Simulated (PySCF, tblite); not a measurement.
# C₁₁H₁₂F+: geometry, infrared bands, NMR shifts, spin-spin couplings and electronic excitations, part 1 of 3

Wanted: the infrared bands, NMR shifts, spin-spin couplings and electronic excitations of C₁₁H₁₂F+ (`F[c+]1cccccc1C1CCC1`), by calculation.

Computed with tblite 0.8.0 and PySCF 2.14.0, with density-fitted response routines of our own, on a single molecule in the gas phase. Atoms are numbered from 0 throughout.

## Step 1: The starting structure

24 atoms, charge 1, multiplicity 1; geometry from: force field or distance geometry start.

Bonds of the start (Å): F0–C1 1.32, C1–C2 1.40, C2–C3 1.37, C3–C4 1.40, C4–C5 1.39, C5–C6 1.38, C6–C7 1.39, C7–C8 1.48, C8–C9 1.56, C9–C10 1.53, C10–C11 1.53, C7–C1 1.41, C11–C8 1.56, C2–H12 1.07, C3–H13 1.09, C4–H14 1.08, C5–H15 1.10, C6–H16 1.09, C8–H17 1.09, C9–H18 1.09, C9–H19 1.08, C10–H20 1.08, C10–H21 1.09, C11–H22 1.08, C11–H23 1.08.

## Step 2: Relaxing the molecule with GFN2-xTB

Job settings and geometry (Å):

```
{"job": {"kind": "relax", "xc": "GFN2-xTB", "basis": "xTB"}, "charge": 1, "multiplicity": 1}
F      0.812700    -0.623100    -2.594800
C      1.204100    -0.397900    -1.356600
C      2.591600    -0.519700    -1.185100
C      3.349900    -0.349700    -0.051400
C      2.913500    -0.044100     1.241500
C      1.602000     0.183200     1.656900
C      0.426900     0.163000     0.932600
C      0.193100    -0.093800    -0.415200
C     -1.208200    -0.052500    -0.897000
C     -2.248300    -0.876000    -0.068700
C     -3.024500     0.393600     0.291100
C     -2.021000     1.224200    -0.512200
H      3.103400    -0.765100    -2.093800
H      4.421100    -0.497400    -0.173600
H      3.677700     0.045300     1.997200
H      1.495600     0.414800     2.725200
H     -0.464600     0.379800     1.515300
H     -1.271100    -0.272000    -1.962400
H     -1.816500    -1.413900     0.772700
H     -2.790100    -1.570700    -0.691400
H     -4.040100     0.431200    -0.086600
H     -3.051800     0.624100     1.357300
H     -2.432900     1.725300    -1.373900
H     -1.457700     1.950700     0.058400
```

Command:

```sh
$ OMP_NUM_THREADS=2 python probes_run.py task.json out
```

The driver reads the jobs from task.json and runs them one after another.

Standard output:

```text
step      E/eV     max force
  0    -922.79034    0.995
  1    -922.81460    0.483
  2    -922.81854    0.097
  3    -922.81957    0.064
  4    -922.82047    0.062
  5    -922.82068    0.030
  6    -922.82082    0.022
  7    -922.82091    0.022
  8    -922.82100    0.020
  9    -922.82105    0.015
 10    -922.82108    0.015
 11    -922.82111    0.014
 12    -922.82115    0.010
 13    -922.82117    0.008
```

It took 0.4 s on 2 threads of Intel Xeon at 2.50GHz, shared host; peak memory 0.18 GiB.

Along the way:

```
step  energy from step 0 (eV)  largest force (eV/Å)
   0                   0.0000                0.9952
   1                  -0.0243                0.4826
   2                  -0.0282                0.0967
   3                  -0.0292                0.0642
   4                  -0.0301                0.0620
   5                  -0.0303                0.0300
   6                  -0.0305                0.0221
   7                  -0.0306                0.0225
   8                  -0.0307                0.0202
   9                  -0.0307                0.0149
  10                  -0.0307                0.0151
  11                  -0.0308                0.0141
  12                  -0.0308                0.0103
  13                  -0.0308                0.0083
```

Close pairs (by a distance rule), those that changed most:

```
   bond  before (Å)  after (Å)  change (Å)
  C1–C2       1.403      1.387      -0.016
 C5–H15       1.098      1.084      -0.014
  C2–C3       1.374      1.389      +0.014
 C2–H12       1.071      1.085      +0.014
  C3–C4       1.398      1.386      -0.013
  F0–C1       1.318      1.329      +0.011
  C6–C7       1.392      1.401      +0.009
C11–H22       1.079      1.086      +0.008
```

The next job starts from the end point, and lists it.

## Step 3: Vibrational analysis with GFN2-xTB

Job settings and geometry (Å):

```
{"job": {"kind": "ir", "xc": "GFN2-xTB", "basis": "xTB"}, "charge": 1, "multiplicity": 1}
F      0.801149    -0.620943    -2.593530
C      1.208050    -0.403080    -1.347118
C      2.581699    -0.515603    -1.187348
C      3.348845    -0.354204    -0.041076
C      2.912577    -0.039425     1.235749
C      1.604803     0.185910     1.661038
C      0.424838     0.160389     0.936609
C      0.186477    -0.098782    -0.419388
C     -1.213459    -0.049541    -0.897292
C     -2.241817    -0.874768    -0.068933
C     -3.019639     0.395838     0.295126
C     -2.014699     1.228404    -0.510507
H      3.111072    -0.765388    -2.100987
H      4.415644    -0.492690    -0.166394
H      3.679030     0.040120     1.996425
H      1.495027     0.416434     2.714360
H     -0.467932     0.376203     1.511604
H     -1.273572    -0.266031    -1.961670
H     -1.811542    -1.414273     0.771917
H     -2.793153    -1.574928    -0.690225
H     -4.033730     0.424010    -0.091866
H     -3.051785     0.622875     1.357936
H     -2.435986     1.721112    -1.382243
H     -1.447112     1.957676     0.063328
```

Standard output:

```text
mode    cm-1     km/mol
  1      45.4      0.02
  2      59.3      0.69
  3      59.7      1.20
  4     121.9      0.56
  5     206.5      1.80
  6     220.2      1.22
  7     268.1      1.52
  8     340.3      0.26
  9     382.1      1.56
 10     399.7      0.95
 11     435.8      2.11
 12     469.4      4.46
 13     537.6      0.61
 14     656.7      1.26
 15     682.9      6.15
 16     707.8     18.08
 17     736.7     73.08
 18     747.5     67.87
 19     795.6      2.80
 20     810.3      0.22
 21     845.8      0.31
 22     866.0      1.07
 23     935.9      3.85
 24     951.3      0.09
 25     962.4      0.67
 26     975.4      2.56
 27     975.6      1.13
 28    1014.1     10.74
 29    1034.4      7.41
 30    1045.3     35.47
 31    1053.2      1.18
 32    1066.6     15.20
 33    1097.6     43.55
 34    1172.5     25.67
 35    1174.5      0.54
 36    1191.3      2.81
 37    1194.8     36.73
 38    1220.2    146.70
 39    1240.1      0.16
 40    1241.7     45.93
 41    1247.0      2.47
 42    1261.2      2.30
 43    1276.6     15.81
 44    1288.1      6.60
 45    1329.9     33.24
 46    1379.5     27.70
 47    1409.2    181.64
 48    1459.6     49.10
 49    1461.0      7.92
 50    1471.0     37.62
 51    1484.5     16.07
 52    1492.2     21.16
 53    1544.3     11.95
 54    1550.4      8.69
 55    3010.1      4.48
 56    3016.4     19.32
 57    3024.5      1.03
 58    3029.6     15.03
 59    3039.5      9.24
 60    3042.2     16.29
 61    3053.7     11.77
 62    3055.1     12.94
 63    3056.7      1.18
 64    3066.0      0.17
 65    3068.6     14.56
 66    3076.9     14.83
```

Run time: 4 s. Hardware: 2 threads of Intel Xeon at 2.50GHz, shared host; peak memory 0.18 GiB.

Which atoms move in the most intense modes:

```
cm⁻¹  km/mol                                   atoms
 737    73.1              C9 17 %, C11 17 %, C8 16 %
 748    67.9            H14 27 %, H15 20 %, H13 19 %
1098    43.5    C8 22 %, C9 13 %, C11 13 %, C10 13 %
1220   146.7              C1 26 %, H12 23 %, C7 12 %
1242    45.9  H23 15 %, H12 13 %, C11 12 %, H18 12 %
1409   181.6    H16 19 %, C7 17 %, C1 14 %, H12 11 %
1460    49.1                      H18 27 %, H19 26 %
1471    37.6      C2 21 %, C1 18 %, C5 17 %, C4 11 %
```

## Step 4: Geometry optimisation at PBE0-D3(BJ)/def2-SVP

Job settings and geometry (Å):

```
{"job": {"xc": "PBE0", "basis": "def2-SVP", "d3": "d3bj", "grid": 1, "shake": 0.01, "kind": "geom"}, "charge": 1, "multiplicity": 1}
F      0.821560    -0.646500    -2.589350
C      1.202370    -0.407610    -1.349270
C      2.561500    -0.517920    -1.196000
C      3.382070    -0.351950    -0.044600
C      2.909760    -0.046110     1.225200
C      1.600890     0.190730     1.658650
C      0.434420     0.158390     0.936850
C      0.201940    -0.093330    -0.424440
C     -1.215290    -0.044140    -0.877940
C     -2.244510    -0.877200    -0.058910
C     -3.028500     0.392920     0.303950
C     -2.008900     1.229320    -0.503810
H      3.082790    -0.755170    -2.110580
H      4.398960    -0.489930    -0.159390
H      3.674580     0.029360     1.996690
H      1.494500     0.430490     2.721830
H     -0.465990     0.387320     1.509550
H     -1.282830    -0.260190    -1.955840
H     -1.813690    -1.422100     0.774210
H     -2.818090    -1.568030    -0.685310
H     -4.050120     0.424620    -0.101510
H     -3.044210     0.602530     1.348790
H     -2.428890     1.732680    -1.403820
H     -1.452090     1.960960     0.057240
```

Standard output:

```text
step   0  E = -524.96073982  max force = 0.076039
step   1  E = -524.96760332  max force = 0.023232
step   2  E = -524.96815202  max force = 0.005316
step   3  E = -524.96843720  max force = 0.006681
step   4  E = -524.96859056  max force = 0.000969
step   5  E = -524.96858457  max force = 0.002312
step   6  E = -524.96861650  max force = 0.000291
step   7  E = -524.96861776  max force = 0.000679
step   8  E = -524.96862503  max force = 0.000157
optimisation converged
```

It took 8.5 min on 2 threads of Intel Xeon at 2.50GHz, shared host; peak memory 1.2 GiB.

Step by step:

```
step  energy from step 0 (eV)  largest force component (eV/Å)
   0                   0.0000                          3.9101
   1                  -0.1868                          1.1946
   2                  -0.2017                          0.2734
   3                  -0.2095                          0.3436
   4                  -0.2136                          0.0498
   5                  -0.2135                          0.1189
   6                  -0.2143                          0.0150
   7                  -0.2144                          0.0349
   8                  -0.2146                          0.0081
```

Distances of close pairs at the start and the end, largest changes first:

```
   bond  before (Å)  after (Å)  change (Å)
 C3–H13       1.033      1.094      +0.061
C10–H21       1.066      1.100      +0.034
  C2–C3       1.424      1.390      -0.033
  C5–C6       1.372      1.395      +0.023
C11–H23       1.077      1.100      +0.023
  C1–C2       1.372      1.395      +0.023
 C8–C11       1.546      1.566      +0.020
  C1–C7       1.398      1.416      +0.018
```

The end geometry stands in the next job.

```
                         at the end point                value
  point group (found at 0.08 Å tolerance)                   C1
rotational constants (GHz, main isotopes)  1.656, 0.680, 0.522
```

## Step 5: Shielding tensors: PBE0/pcSseg-1

Job settings and geometry (Å):

```
{"job": {"kind": "nmr", "xc": "PBE0", "basis": "pcSseg-1"}, "charge": 1, "multiplicity": 1}
F      0.979627    -1.072994    -2.315226
C      1.368664    -0.980299    -1.064680
C      2.747367    -1.112473    -0.897758
C      3.506626    -1.054794     0.265476
C      3.069790    -0.843281     1.572632
C      1.759210    -0.646654     2.003270
C      0.579754    -0.620642     1.258370
C      0.339410    -0.771809    -0.115132
C     -1.068564    -0.688627    -0.597901
C     -2.129464    -1.511760     0.198239
C     -2.873265    -0.221010     0.588598
C     -1.843361     0.611950    -0.196114
H      3.283919    -1.283405    -1.836350
H      4.583312    -1.190496     0.129824
H      3.842490    -0.829475     2.346406
H      1.631643    -0.493629     3.079047
H     -0.322224    -0.451748     1.854537
H     -1.104248    -0.882042    -1.674059
H     -1.724212    -2.102998     1.033059
H     -2.690932    -2.196728    -0.451006
H     -3.902173    -0.151919     0.212271
H     -2.901964    -0.015404     1.668602
H     -2.237359     1.145522    -1.071358
H     -1.255480     1.327780     0.397540
```

Method: GIAO PBE0/pcSseg-1 NMR shielding, non-relativistic, gas phase.

Standard output:

```text
coarse grid: 20472 points
cycle   1  E = -525.1075777626  dE =  2.165e+00  |g| = 5.471e-01  |ddm| = 4.801e+00
cycle   2  E = -525.0281819850  dE =  7.940e-02  |g| = 8.468e-01  |ddm| = 1.386e+00
cycle   3  E = -525.1732063065  dE = -1.450e-01  |g| = 8.351e-02  |ddm| = 8.367e-01
cycle   4  E = -525.1738826336  dE = -6.763e-04  |g| = 6.719e-02  |ddm| = 1.514e-01
cycle   5  E = -525.1752133780  dE = -1.331e-03  |g| = 1.325e-02  |ddm| = 7.862e-02
cycle   6  E = -525.1752498996  dE = -3.652e-05  |g| = 4.850e-03  |ddm| = 1.756e-02
cycle   7  E = -525.1752552881  dE = -5.388e-06  |g| = 1.008e-03  |ddm| = 5.172e-03
final grid: 199360 points
cycle   8  E = -525.2555861767  dE = -8.101e-05  |g| = 8.947e-03  |ddm| = 8.394e-02
cycle   9  E = -525.2555789586  dE =  7.218e-06  |g| = 1.075e-02  |ddm| = 1.946e-02
cycle  10  E = -525.2556070128  dE = -2.805e-05  |g| = 1.663e-03  |ddm| = 1.074e-02
cycle  11  E = -525.2556075596  dE = -5.468e-07  |g| = 4.060e-04  |ddm| = 1.996e-03
cycle  12  E = -525.2556075923  dE = -3.268e-08  |g| = 2.001e-04  |ddm| = 6.271e-04
cycle  13  E = -525.2556076036  dE = -1.130e-08  |g| = 5.084e-05  |ddm| = 2.416e-04
cycle  14  E = -525.2556076042  dE = -5.618e-10  |g| = 1.915e-05  |ddm| = 6.558e-05
converged SCF energy = -525.2556076042

GIAO shielding tensors (ppm)
atom      isotropic    diamagn.    paramagn.     s11        s22        s33       span
  0 F      211.941     478.169    -266.227    126.237    168.346    341.241    215.004
  1 C        3.548     246.757    -243.209    -92.581     16.582     86.642    179.223
  2 C       39.231     257.470    -218.238    -53.938     17.512    154.120    208.058
  3 C       28.058     256.655    -228.597    -90.921      1.959    173.136    264.057
  4 C       27.982     256.882    -228.900    -85.253      1.076    168.123    253.376
  5 C       28.407     254.357    -225.951    -88.121      5.850    167.490    255.611
  6 C       24.663     257.124    -232.461    -93.731     -2.386    170.107    263.838
  7 C        2.228     264.506    -262.278    -85.985    -53.327    145.996    231.981
  8 C      147.579     247.832    -100.253    121.907    150.702    170.129     48.222
  9 C      150.083     252.440    -102.357    124.958    147.895    177.397     52.439
 10 C      167.249     253.974     -86.725    159.165    163.104    179.479     20.314
 11 C      147.903     248.940    -101.037    121.004    144.198    178.507     57.503
 12 H       22.520      27.254      -4.734     17.579     22.295     27.684     10.104
 13 H       22.289      24.820      -2.531     18.109     22.272     26.486      8.377
 14 H       22.325      25.860      -3.535     18.275     22.323     26.378      8.103
 15 H       22.193      28.819      -6.626     17.706     21.793     27.081      9.375
 16 H       21.803      33.944     -12.142     17.354     18.476     29.578     12.224
 17 H       26.862      33.810      -6.948     20.489     27.047     33.049     12.559
 18 H       29.175      30.857      -1.682     26.578     27.933     33.015      6.437
 19 H       27.931      29.084      -1.153     24.433     25.838     33.522      9.089
 20 H       28.488      28.175       0.312     24.560     25.899     35.004     10.444
 21 H       28.670      29.765      -1.096     24.657     26.851     34.501      9.844
 22 H       27.888      30.472      -2.584     24.354     26.002     33.309      8.955
 23 H       29.256      32.314      -3.057     26.848     27.927     32.995      6.147
```

Run time: 3.1 min. Hardware: 2 threads of Intel Xeon at 2.50GHz, shared host; peak memory 2 GiB.

Shifts follow as δ = σ(reference) − σ, with reference shieldings (ppm) from runs at the same level and on the same kind of geometry: ¹H TMS 31.27, ¹³C TMS 184.4, ¹⁹F CFCl3 177.2. The references are single molecules in the gas phase, so shifts against H2O, NH3, PH3, H3PO4 or CFCl3 are not on the usual liquid scales and can be off by tens of ppm. Atoms listed in one row are averaged.

```
   atoms                                environment  σ (ppm)  δ (ppm)
      C7                substituted aromatic carbon      2.2    182.2
      C1           aromatic carbon bearing fluorine      3.5    180.9
      C6                                aromatic CH     24.7    159.7
      C4                                aromatic CH     28.0    156.4
      C3                                aromatic CH     28.1    156.4
      C5                                aromatic CH     28.4    156.0
      C2                                aromatic CH     39.2    145.2
      C8                 sp3 CH on an aromatic ring    147.6     36.8
 C9, C11                          sp3 CH2 in a ring    149.0     35.4
     C10                          sp3 CH2 in a ring    167.2     17.2
     H16                 hydrogen on an aromatic CH    21.80     9.46
     H15                 hydrogen on an aromatic CH    22.19     9.07
     H13                 hydrogen on an aromatic CH    22.29     8.98
     H14                 hydrogen on an aromatic CH    22.33     8.94
     H12                 hydrogen on an aromatic CH    22.52     8.75
     H17  hydrogen on an sp3 CH on an aromatic ring    26.86     4.41
H19, H22           hydrogen on an sp3 CH2 in a ring    27.91     3.36
     H20           hydrogen on an sp3 CH2 in a ring    28.49     2.78
     H21           hydrogen on an sp3 CH2 in a ring    28.67     2.60
H18, H23           hydrogen on an sp3 CH2 in a ring    29.22     2.05
      F0                              aryl fluorine    211.9    -34.7
```

Charges from the same density, by scheme (e):

```
  atoms  Mulliken    IAO  Hirshfeld  ESP fit
     F0     -0.21  -0.20       0.00    -0.14
     C1      0.52   0.36       0.16     0.35
     C2     -0.10  -0.11       0.01    -0.09
     C3     -0.02  -0.07       0.04    -0.11
     C4     -0.03  -0.08       0.03     0.03
     C5     -0.01  -0.07       0.03    -0.16
     C6      0.00  -0.07       0.03     0.06
     C7     -0.30   0.07       0.06    -0.07
     C8     -0.25  -0.14      -0.03     0.01
C9, C11     -0.14  -0.25      -0.05    -0.16
    C10     -0.22  -0.26      -0.06    -0.05
```

Mayer bond orders: F0–C1 0.92, C1–C2 1.43, C2–C3 1.43, C3–C4 1.41, C4–C5 1.42, C5–C6 1.47, C6–C7 1.36, C7–C8 1.07, C8–C9 0.98, C9–C10 1.04, C10–C11 1.04, C7–C1 1.21, C11–C8 0.96.

Ring of atoms C1, C2, C3, C4, C5, C6, C7: NICS(0) -6.3, NICS(1) -9.4, NICS(1)zz -22.9 ppm (means of both faces).

Ring of atoms C8, C9, C10, C11: NICS(0) 2.5, NICS(1) 1.4, NICS(1)zz 3.6 ppm (means of both faces).

Orbitals, density, ELF and potential are computed afterwards from the orbital file.

Frontier orbitals at PBE0/pcSseg-1, with the share of their density that lies nearest to each atom:

```
orbital  energy (eV)                                                        lies on
   HOMO       -12.24  C8, C9, C11 about 14 % each; H19, H22 about 7 % each; C10 7 %
   LUMO        -7.48              C2, C4, C7 about 19 % each; C5, C6 about 9 % each
```

ELF in a plane through or near 18 of the atoms.

Ten even steps from ' ' (0.00) to '@' (1.00):
```
                                                        
                                                        
                                                        
                  ++@@@@==                              
            ..    %%@@@@##                              
        ..@@@@##  ++@@@@==  **##    ##@@@@==            
        ++@@@@@@==++--++--##@@@@==  @@@@@@##            
        ..%%@@##::@@::%%####@@@@::  %%@@@@==..          
            ==**..**==##....**..    ++..==%%@@##        
      ==%%%%**++%%--  ::##@@**::::..++::**@@@@@@::      
      %%@@@@**%%==--  ..++--==##====::==**@@@@@@..      
      %%@@@@##**@@++**++@@--##++##==..  ..--**::        
      ..**==..==--++@@%%::==..##@@##..                  
            ==@@@@##++==##==  %%@@@@::                  
            @@@@@@##  ##::%%++  @@@@::                  
            **@@@@..::%%%%##==    ::                    
              ::::  ..++++--..                          
                                                        
                                                        
                                                        
```
The map spans 14.1 Å across and 10.7 Å up, centred on the molecule. Atoms in the plane (x, y in Å): F0 (-0.7, -2.7), C1 (-1.1, -1.4), C2 (-2.5, -1.4), C3 (-3.4, -0.2), C4 (-3.0, 1.1), C5 (-1.7, 1.6), C6 (-0.5, 1.0), C7 (-0.2, -0.4), C8 (1.3, -0.8), C10 (3.0, 0.5), H12 (-3.0, -2.3), H13 (-4.4, -0.4), H14 (-3.8, 1.8), H15 (-1.6, 2.7), H16 (0.4, 1.6), H17 (1.4, -1.9), H20 (4.1, 0.2), H21 (3.0, 1.6).

On the surface of density 0.002 e/bohr³ the electrostatic potential runs, from the 1st to the 99th percentile, from 2.91 to 4.97 V.

(Continued in part 2 of 3.)
